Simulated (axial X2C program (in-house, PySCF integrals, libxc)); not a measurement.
# AsK: from the state search to constants

Aim: find the lowest determinant of AsK, scan the bond at several levels and fit the constants, once spin-free and once with spin–orbit coupling.

Computed with an in-house X2C program for linear molecules on PySCF integrals. Level: all-electron X2C, As dyall-cv3z, K dyall-cv3z.

All values are calculated.

### Step 1. The job

task.json reads:

```json
{"zs": [33, 19], "q": 0, "bas": ["dyall-cv3z", "dyall-cv3z"], "levels": ["PBE0", "HF", "BHandHLYP"], "cc": true, "r0": 3.17, "thr": -2.0, "nmax": 90, "npts": 10, "nst": 2, "ntry": 6}
```

Keys: zs atomic numbers; q charge; bas basis sets; levels methods (HF also brings MP2); cc coupled cluster on or off; r0 starting distance in Å; thr threshold in hartree for freezing inner shells (an s shell follows its p shell); nmax most natural virtual spinors; npts points asked for on the curve; nst determinants followed; ntry starts of the search.

The run is started by

```
> python so2c.py task.json out
```

Spin-free means the one-electron spin-free X2C Hamiltonian; two-component (2c) means X2C with spin–orbit coupling and atomic mean-field two-electron Coulomb and Gaunt terms. Basis: As dyall-cv3z contracted to [9s9p6d4f1g], K dyall-cv3z contracted to [11s12p6d3f]; Gaussian nuclei, density fitting. Masses: As 74.922 u, K 38.964 u.

Notation: σ, π±, δ± give the projection m of an orbital's angular momentum (0, ±1, ±2), α and β its spin, Λ and M_S the sums; ω is the projection of a spinor's total angular momentum and Ω the sum. Logs are in hartree.

The results follow Hamiltonian by Hamiltonian and level by level.

### Step 2. Search for the lowest determinant

Determinants are compared with PBE0 at 3.170 Å.

Spin-free determinants:

```
ΔE (eV)           state                              open shells
   0.00  M_S = 1, Λ = 0           beyond closed shells: π+α, π-α
   0.54  M_S = 1, Λ = 1  beyond closed shells: σα, π+α, π+β, π-α
   0.82  M_S = 0, Λ = 1  beyond closed shells: σβ, π+α, π+β, π-α
   0.90  M_S = 0, Λ = 0           beyond closed shells: π+β, π-α
   0.90  M_S = 0, Λ = 2           beyond closed shells: π+α, π+β
   1.53  M_S = 2, Λ = 0   beyond closed shells: 2 × σα, π+α, π-α
   2.14  M_S = 0, Λ = 0                             closed shell
```

Two-component determinants:

| ΔE (eV) | state | open shells |
| --- | --- | --- |
| 0.00 | Ω = 1 | excess of +ω over −ω: ω = -1/2, ω = 3/2 |
| 0.47 | Ω = 2 | excess of +ω over −ω: ω = 1/2, ω = 3/2 |
| 0.76 | Ω = 0 | closed shell |
| 0.90 | Ω = 1 | excess of +ω over −ω: 2 × ω = 1/2 |
| 0.92 | Ω = 0 | closed shell |
| 2.27 | Ω = 0 | excess of +ω over −ω: 3 × ω = 1/2, ω = -3/2 |
| 2.71 | Ω = 1 | excess of +ω over −ω: 2 × ω = 1/2 |

### Step 3. PBE0, spin-free

State followed: M_S = 1, Λ = 0 (beyond closed shells: π+α, π-α). The scan is laid around 3.115 Å, a first estimate of the minimum, and this SCF restarts from the orbitals of the search.

Output at 3.115 Å:

```text
spin-free X2C-1e  PBE0
basis functions 201  fitting functions 955  grid points 5807
iter        total energy     max residual
   1      -2862.558100629     6.89e-01
   2      -2862.627836217     1.63e-03
   3      -2862.627877152     1.12e-03
   4      -2862.627922745     5.10e-04
   5      -2862.627924442     1.20e-04
   6      -2862.627924854     1.87e-05
   7      -2862.627924898     1.14e-05
   8      -2862.627924923     6.20e-06
   9      -2862.627924933     2.34e-06
  10      -2862.627924933     7.99e-07
converged
one-electron -4189.51770236  Coulomb 1338.04402081  exact exchange -28.89451522  xc functional -88.77469163  nuclear repulsion 106.51496348
```

Along the bond, energies from the lowest point:

```csv
R (Å),E (eV),μ (D),HOMO (eV),LUMO (eV),iterations
2.928,0.0514,8.68,-3.78,-1.37,10
3.022,0.0108,8.91,-3.76,-1.39,11
3.115,0.0000,9.13,-3.74,-1.44,10
3.224,0.0161,9.37,-3.70,-1.50,11
3.333,0.0543,9.57,-3.66,-1.55,11
3.473,0.1255,9.78,-3.61,-1.62,11
```

Dipoles are positive if K is the positive end.

Outer orbitals at the reference distance:

| symmetry | occupied | ε (eV) | atomic character |
| --- | --- | --- | --- |
| π-β | yes | -20.94 | 100% K p |
| π+β | yes | -20.94 | 100% K p |
| π+α | yes | -20.94 | 100% K p |
| π-α | yes | -20.94 | 100% K p |
| σα | yes | -20.84 | 99% K p |
| σβ | yes | -20.83 | 99% K p |
| σα | yes | -14.44 | 87% As s, 6% K p, 5% K d |
| σβ | yes | -12.32 | 87% As s, 6% K p, 5% K d |
| π-α | yes | -4.99 | 92% As p, 4% K d, 3% K p |
| π+α | yes | -4.99 | 92% As p, 4% K d, 3% K p |
| σα | yes | -4.44 | 84% As p, 10% K s, 3% K p |
| σβ | yes | -3.74 | 77% As p, 18% K s, 2% K p |
| σβ | no | -1.44 | 64% K s, 25% K p, 9% As p |
| σα | no | -1.37 | 76% K s, 19% K p, 4% As p |
| π+β | no | -1.27 | 77% As p, 16% K p, 7% K d |
| π-β | no | -1.27 | 77% As p, 16% K p, 7% K d |

PBE0 fields in the half plane through the axis: z from -2.4 to 5.4 Å across, distance from the axis 0.15 to 2.25 Å upwards; As lies at z = 0 and K at z = 3.115 Å; the ELF is damped to zero where the density is low.

log10 density (e/bohr³). Ten even steps from ' ' (-4.37 ) to '@' (1.40 ):
```
  ......::::::::::::::::::::::..............          
......::::::------------::::::::::::::::........      
....::::----------------------::::::::::::::::....    
..::::----==============------------====----::::....  
::::----====++++++++++======----====++++====--::::....
::::--====++++++**++++++========++******++++==--::....
::----==++++**######**++++====++****####**++==--::::..
::----==++++**%%@@%%**++++====++**##@@%%##**++==--::..
```

ELF. Ten even steps from '0' (0.00 ) to '9' (0.90 ):
```
000112232333332100000000000
001244555555553100000000000
013566777677763000000000000
135778888888862001232100000
257899877788871026776410000
468999632368971169999741000
579998236327961299569962000
589996282826961493977973100
```

Re = 3.108 Å, ωe = 167.9 cm⁻¹, ωexe = 0.601 cm⁻¹, Be = 0.06809 cm⁻¹, De = 1.26 eV, μ = 9.12 D.

### Step 4. HF, spin-free

Output at 3.115 Å:

```text
spin-free X2C-1e  HF
basis functions 201  fitting functions 955  grid points 5807
iter        total energy     max residual
   1      -2860.536778975     2.59e-01
   2      -2860.559918815     7.31e-03
   3      -2860.560723932     5.38e-03
   4      -2860.560891193     9.27e-04
   5      -2860.560943040     3.86e-04
   6      -2860.560959823     2.52e-04
   7      -2860.560965961     1.70e-04
   8      -2860.560970350     1.04e-04
   9      -2860.560973757     3.97e-05
  10      -2860.560974562     1.24e-05
  11      -2860.560974619     5.57e-06
  12      -2860.560974624     2.08e-06
  13      -2860.560974625     6.26e-07
converged
one-electron -4189.87494751  Coulomb 1338.50154114  exact exchange -115.70253174  xc functional 0.00000000  nuclear repulsion 106.51496348
```

Re = 3.196 Å, ωe = 162.6 cm⁻¹, Be = 0.06438 cm⁻¹, De = 0.254 eV, μ = 10.94 D.

### Step 5. BHandHLYP, spin-free

Output at 3.115 Å:

```text
spin-free X2C-1e  BHandHLYP
basis functions 201  fitting functions 955  grid points 5807
iter        total energy     max residual
   1      -2863.042224029     8.85e-02
   2      -2863.043901738     4.35e-03
   3      -2863.043908097     5.39e-03
   4      -2863.044041279     1.55e-04
   5      -2863.044042525     5.46e-05
   6      -2863.044042910     4.33e-05
   7      -2863.044043055     2.03e-05
   8      -2863.044043133     8.97e-06
   9      -2863.044043157     1.86e-06
  10      -2863.044043157     5.04e-07
converged
one-electron -4189.92635874  Coulomb 1338.48879151  exact exchange -57.81181358  xc functional -60.30962584  nuclear repulsion 106.51496348
```

Re = 3.120 Å, ωe = 170.6 cm⁻¹, ωexe = 0.568 cm⁻¹, Be = 0.06757 cm⁻¹, De = 1.20 eV, μ = 9.63 D.

### Step 6. MP2 and beyond, spin-free

Correlated methods: 14 electrons correlated (frozen shells, counted by type: As 3 s, 2 p, 1 d; K 2 s, 1 p), 272 virtual spinors in MP2, 89 natural virtuals in coupled cluster.

Output of the correlated part at 3.115 Å:

```text
correlated 14  virtual 272  natural virtual 89  E(MP2) -0.331661057  MP2 remainder -0.017017418
iter   CCSD correlation   residual
   1     -0.343334103   1.00e-01
   2     -0.350962801   3.12e-02
   3     -0.351227675   8.48e-03
   4     -0.351223330   3.69e-03
   5     -0.351215262   1.60e-03
   6     -0.351214230   6.71e-04
   7     -0.351216235   2.53e-04
   8     -0.351216276   8.59e-05
   9     -0.351215982   3.50e-05
  10     -0.351216110   1.59e-05
  11     -0.351216141   6.26e-06
  12     -0.351216153   2.04e-06
(T) -0.011037816  T1 0.0117  D1 0.0306  max T2 0.063
```

T1 in the output is the amplitude norm over the root of the electron number; divide by √2 for the Lee–Taylor value.

MP2: Re = 3.115 Å, ωe = 169.8 cm⁻¹, Be = 0.06777 cm⁻¹, De = 0.913 eV.

CCSD: Re = 3.128 Å, ωe = 170.1 cm⁻¹, ωexe = 0.508 cm⁻¹, Be = 0.06723 cm⁻¹, De = 1.01 eV. T1 at Re = 0.008 (Lee–Taylor, the printed value over √2).

CCSD(T): Re = 3.125 Å, ωe = 169.6 cm⁻¹, Be = 0.06736 cm⁻¹, De = 1.02 eV. T1 at Re = 0.008 (Lee–Taylor, the printed value over √2).

### Step 7. A higher determinant, spin-free

State: M_S = 1, Λ = 1 (beyond closed shells: σα, π+α, π+β, π-α).

Output at the reference distance:

```text
spin-free X2C-1e  PBE0
basis functions 201  fitting functions 955  grid points 5807
iter        total energy     max residual
   1      -2862.544107562     6.57e-01
   2      -2862.608840150     1.54e-03
   3      -2862.608880048     1.25e-03
   4      -2862.608903475     3.00e-04
   5      -2862.608903947     9.15e-05
   6      -2862.608904057     1.56e-05
   7      -2862.608904063     8.08e-06
   8      -2862.608904064     1.82e-06
converged
one-electron -4189.30914465  Coulomb 1337.84004973  exact exchange -28.89180303  xc functional -88.76296960  nuclear repulsion 106.51496348
```

```csv
R (Å),E above the lowest PBE0 point (eV)
2.928,0.466
3.022,0.482
3.115,0.518
3.224,0.577
3.333,0.651
3.473,0.758
```

No constants are quoted: the lowest point is the short end of the scan.

### Step 8. The spin-free curves together

Energy (eV) of the followed determinant, spin-free, from each level's lowest point:

```csv
R (Å),PBE0,HF,MP2,CCSD,CCSD(T),BHandHLYP
2.928,0.051,0.117,0.058,0.066,0.064,0.061
3.022,0.011,0.045,0.013,0.017,0.016,0.015
3.115,0.000,0.008,0.000,0.000,0.000,0.000
3.224,0.016,0.000,0.015,0.011,0.012,0.014
3.333,0.054,0.019,0.052,0.047,0.048,0.051
3.473,0.126,0.070,0.125,0.118,0.120,0.123
```

### Step 9. PBE0, 2c

State followed: Ω = 1 (excess of +ω over −ω: ω = -1/2, ω = 3/2). The scan is laid around 3.115 Å, a first estimate of the minimum, and this SCF restarts from the orbitals of the search.

Output at 3.115 Å:

```text
two-component X2C + atomic mean field  PBE0
basis functions 201  fitting functions 955  grid points 5807
iter        total energy     max residual
   1      -2861.702635947     6.89e-01
   2      -2861.772382900     1.62e-03
   3      -2861.772423932     1.13e-03
   4      -2861.772469404     5.10e-04
   5      -2861.772471121     1.21e-04
   6      -2861.772471550     1.98e-05
   7      -2861.772471604     1.20e-05
   8      -2861.772471636     6.50e-06
   9      -2861.772471649     2.27e-06
  10      -2861.772471650     7.91e-07
converged
one-electron -4187.29874748  Coulomb 1337.55536734  exact exchange -28.88374972  xc functional -88.74178490  nuclear repulsion 106.51496348  atomic mean-field constant -0.91852038
```

Along the bond, energies from the lowest point:

```csv
R (Å),E (eV),μ (D),HOMO (eV),LUMO (eV),iterations
2.928,0.0509,8.68,-3.78,-1.44,11
3.022,0.0106,8.92,-3.76,-1.40,11
3.115,0.0000,9.13,-3.74,-1.44,10
3.224,0.0162,9.37,-3.70,-1.50,11
3.333,0.0544,9.57,-3.66,-1.55,11
3.473,0.1255,9.78,-3.61,-1.62,11
```

Dipoles are positive if K is the positive end.

Outer spinors at the reference distance:

| ω | occupied | ε (eV) | atomic character | λ mixture |
| --- | --- | --- | --- | --- |
| 1/2 | yes | -21.08 | 100% K p | 81% π, 19% σ |
| -1/2 | yes | -21.08 | 100% K p | 81% π, 19% σ |
| -3/2 | yes | -20.85 | 100% K p | 100% π |
| 3/2 | yes | -20.85 | 100% K p | 100% π |
| 1/2 | yes | -20.78 | 99% K p | 81% σ, 19% π |
| -1/2 | yes | -20.77 | 99% K p | 81% σ, 19% π |
| 1/2 | yes | -14.44 | 87% As s, 6% K p, 5% K d | 100% σ |
| -1/2 | yes | -12.33 | 87% As s, 6% K p, 5% K d | 100% σ |
| -1/2 | yes | -5.07 | 93% As p, 4% K d, 3% K p | 99% π, 1% σ |
| 3/2 | yes | -4.90 | 92% As p, 5% K d, 3% K p | 100% π |
| 1/2 | yes | -4.45 | 84% As p, 10% K s, 3% K p | 99% σ, 1% π |
| -1/2 | yes | -3.74 | 77% As p, 18% K s, 2% K p | 99% σ, 1% π |
| -1/2 | no | -1.44 | 64% K s, 25% K p, 9% As p | 100% σ |
| 1/2 | no | -1.40 | 58% K s, 22% As p, 17% K p | 75% σ, 25% π |
| 1/2 | no | -1.29 | 60% As p, 17% K s, 17% K p | 74% π, 26% σ |
| -3/2 | no | -1.22 | 76% As p, 17% K p, 7% K d | 100% π |

PBE0 fields in the half plane through the axis: z from -2.4 to 5.4 Å across, distance from the axis 0.15 to 2.25 Å upwards; As lies at z = 0 and K at z = 3.115 Å; the ELF is damped to zero where the density is low.

log10 density (e/bohr³). Ten even steps from '0' (-4.37 ) to '9' (1.40 ):
```
011122222222222111111100000
111222333333222222221111000
112233333333333222222221100
122334444444333333443322110
223344555554443344554432211
223445556555444456665543211
233455677765544566776543221
233455689865544567987654321
```

ELF. Ten even steps from '0' (0.00 ) to '9' (0.90 ):
```
000112232333332100000000000
001234555555553100000000000
013566777777663000000000000
135778888888862001232100000
257899877788871026776410000
468999632368971169999741000
579998236327961299569962000
589996282826961493977973100
```

Re = 3.107 Å, ωe = 167.7 cm⁻¹, ωexe = 0.602 cm⁻¹, Be = 0.06812 cm⁻¹, De = 1.25 eV, μ = 9.12 D.

### Step 10. HF, 2c

The SCF at the reference distance of 3.115 Å:

```text
two-component X2C + atomic mean field  HF
basis functions 201  fitting functions 955  grid points 5807
iter        total energy     max residual
   1      -2859.681935911     2.60e-01
   2      -2859.705100480     7.31e-03
   3      -2859.705919103     5.37e-03
   4      -2859.706091023     9.32e-04
   5      -2859.706149720     3.99e-04
   6      -2859.706173573     2.76e-04
   7      -2859.706185944     2.61e-04
   8      -2859.706198936     2.26e-04
   9      -2859.706213433     1.56e-04
  10      -2859.706218656     1.05e-04
  11      -2859.706220431     7.85e-05
  12      -2859.706221835     5.13e-05
  13      -2859.706222935     1.50e-05
  14      -2859.706223080     5.79e-06
  15      -2859.706223093     1.88e-06
  16      -2859.706223094     8.17e-07
converged
one-electron -4187.66112782  Coulomb 1338.01794936  exact exchange -115.65948774  xc functional 0.00000000  nuclear repulsion 106.51496348  atomic mean-field constant -0.91852038
```

Re = 3.194 Å, ωe = 162.6 cm⁻¹, Be = 0.06448 cm⁻¹, De = 0.257 eV, μ = 10.96 D.

### Step 11. BHandHLYP, 2c

Output at 3.115 Å:

```text
two-component X2C + atomic mean field  BHandHLYP
basis functions 201  fitting functions 955  grid points 5807
iter        total energy     max residual
   1      -2862.186837005     8.87e-02
   2      -2862.188541637     4.35e-03
   3      -2862.188567821     5.39e-03
   4      -2862.188708595     3.84e-04
   5      -2862.188722347     3.47e-04
   6      -2862.188735729     2.92e-04
   7      -2862.188754100     2.05e-04
   8      -2862.188769777     5.20e-05
   9      -2862.188770922     1.30e-05
  10      -2862.188770955     7.31e-06
  11      -2862.188770965     3.60e-06
  12      -2862.188770969     9.81e-07
  13      -2862.188770970     3.47e-07
converged
one-electron -4187.71332813  Coulomb 1338.00556608  exact exchange -57.79003241  xc functional -60.28741961  nuclear repulsion 106.51496348  atomic mean-field constant -0.91852038
```

Re = 3.116 Å, ωe = 170.1 cm⁻¹, ωexe = 0.567 cm⁻¹, Be = 0.06771 cm⁻¹, De = 1.20 eV, μ = 9.66 D.

### Step 12. Correlated methods, 2c

Correlated methods: 14 electrons correlated (frozen shells, counted by type: As 3 s, 2 p, 1 d; K 2 s, 1 p), 272 virtual spinors in MP2, 90 natural virtuals in coupled cluster.

Output of the correlated part at 3.115 Å:

```text
correlated 14  virtual 272  natural virtual 90  E(MP2) -0.331465260  MP2 remainder -0.016160671
iter   CCSD correlation   residual
   1     -0.344009301   1.01e-01
   2     -0.351712812   3.17e-02
   3     -0.351988733   9.02e-03
   4     -0.351987091   4.15e-03
   5     -0.351981314   1.99e-03
   6     -0.351981712   9.51e-04
   7     -0.351985259   5.10e-04
   8     -0.351985233   3.27e-04
   9     -0.351984367   2.19e-04
  10     -0.351985757   1.29e-04
  11     -0.351986434   8.13e-05
  12     -0.351986809   4.76e-05
  13     -0.351986727   2.14e-05
  14     -0.351986766   9.34e-06
  15     -0.351986780   4.65e-06
(T) -0.011103898  T1 0.0126  D1 0.0317  max T2 0.062
```

MP2: Re = 3.117 Å, ωe = 170.0 cm⁻¹, Be = 0.0677 cm⁻¹, De = 0.909 eV.

CCSD: Re = 3.129 Å, ωe = 169.9 cm⁻¹, ωexe = 0.544 cm⁻¹, Be = 0.06719 cm⁻¹, De = 1.01 eV. T1 at Re = 0.009 (Lee–Taylor, the printed value over √2).

CCSD(T): Re = 3.125 Å, ωe = 169.4 cm⁻¹, ωexe = 0.514 cm⁻¹, Be = 0.06733 cm⁻¹, De = 1.02 eV. T1 at Re = 0.009 (Lee–Taylor, the printed value over √2).

### Step 13. A higher determinant, 2c

State: Ω = 2 (excess of +ω over −ω: ω = 1/2, ω = 3/2).

Output at the reference distance:

```text
two-component X2C + atomic mean field  PBE0
basis functions 201  fitting functions 955  grid points 5807
iter        total energy     max residual
   1      -2861.691137950     6.59e-01
   2      -2861.756008666     1.55e-03
   3      -2861.756049037     1.21e-03
   4      -2861.756072100     3.10e-04
   5      -2861.756072653     9.27e-05
   6      -2861.756072800     1.58e-05
   7      -2861.756072824     9.04e-06
   8      -2861.756072839     7.22e-06
   9      -2861.756072848     4.45e-06
  10      -2861.756072852     2.38e-06
  11      -2861.756072854     7.85e-07
converged
one-electron -4187.14239189  Coulomb 1337.40149161  exact exchange -28.88105991  xc functional -88.73055577  nuclear repulsion 106.51496348  atomic mean-field constant -0.91852038
```

```csv
R (Å),E above the lowest PBE0 point (eV)
2.928,0.397
3.022,0.412
3.115,0.446
3.224,0.505
3.333,0.577
3.473,0.682
```

No constants are quoted: the lowest point is the short end of the scan.

### Step 14. The 2c curves together

Energy (eV) of the followed determinant, 2c, from each level's lowest point:

```csv
R (Å),PBE0,HF,MP2,CCSD,CCSD(T),BHandHLYP
2.928,0.051,0.114,0.059,0.066,0.064,0.058
3.022,0.011,0.043,0.014,0.017,0.016,0.014
3.115,0.000,0.007,0.000,0.000,0.000,0.000
3.224,0.016,0.000,0.014,0.011,0.012,0.014
3.333,0.054,0.020,0.052,0.047,0.048,0.052
3.473,0.125,0.071,0.123,0.118,0.120,0.125
```

Time for the job: 3.5 min (1 thread of Intel Xeon Platinum 8488C (Sapphire Rapids), shared host).

### Step 15. Results

Lowest determinant that the search found at its distance, spin-free: M_S = 1, Λ = 0 (beyond closed shells: π+α, π-α).

Lowest determinant that the search found at its distance, 2c: Ω = 1 (excess of +ω over −ω: ω = -1/2, ω = 3/2).

```csv
Hamiltonian,level,Re (Å),ωe (cm⁻¹),De (eV),μ (D)
spin-free,PBE0,3.108,167.9,1.26,9.12
spin-free,HF,3.196,162.6,0.254,10.94
spin-free,MP2,3.115,169.8,0.913,n/a
spin-free,CCSD,3.128,170.1,1.01,n/a
spin-free,CCSD(T),3.125,169.6,1.02,n/a
spin-free,BHandHLYP,3.120,170.6,1.20,9.63
2c,PBE0,3.107,167.7,1.25,9.12
2c,HF,3.194,162.6,0.257,10.96
2c,MP2,3.117,170.0,0.909,n/a
2c,CCSD,3.129,169.9,1.01,n/a
2c,CCSD(T),3.125,169.4,1.02,n/a
2c,BHandHLYP,3.116,170.1,1.20,9.66
```

Dipoles are positive if K is the positive end.

Time per point (s) on 1 thread of Intel Xeon Platinum 8488C (Sapphire Rapids), shared host (2c runs; CCSD comes with the CCSD(T) run); the times are rough: PBE0 1.1, HF 0.8, MP2 1.4, CCSD(T) 12, BHandHLYP 1.3.

**Reading.** At CCSD(T), going from spin-free to two-component changes Re by +1 mÅ, ωe by -0.1 %; the spin-free picture holds up (part of it comes from the scalar share of the two-electron terms). De moves by 0.00 eV; both De rest on single-determinant atoms, which can miss part of an open shell's spin–orbit lowering.

De refers to As + K, each in the lowest determinant found, which need not be this curve's own limit. The state is a single determinant with fixed occupations, the lowest that a limited PBE0 search found. De is counted from the lowest determinant-based energies of the atoms at the same level, without counterpoise correction. Density functionals use the spin component along the axis (collinear). CCSD and (T) use frozen natural virtuals with an MP2 correction for the truncation. With several unpaired electrons one determinant need not be a pure state.
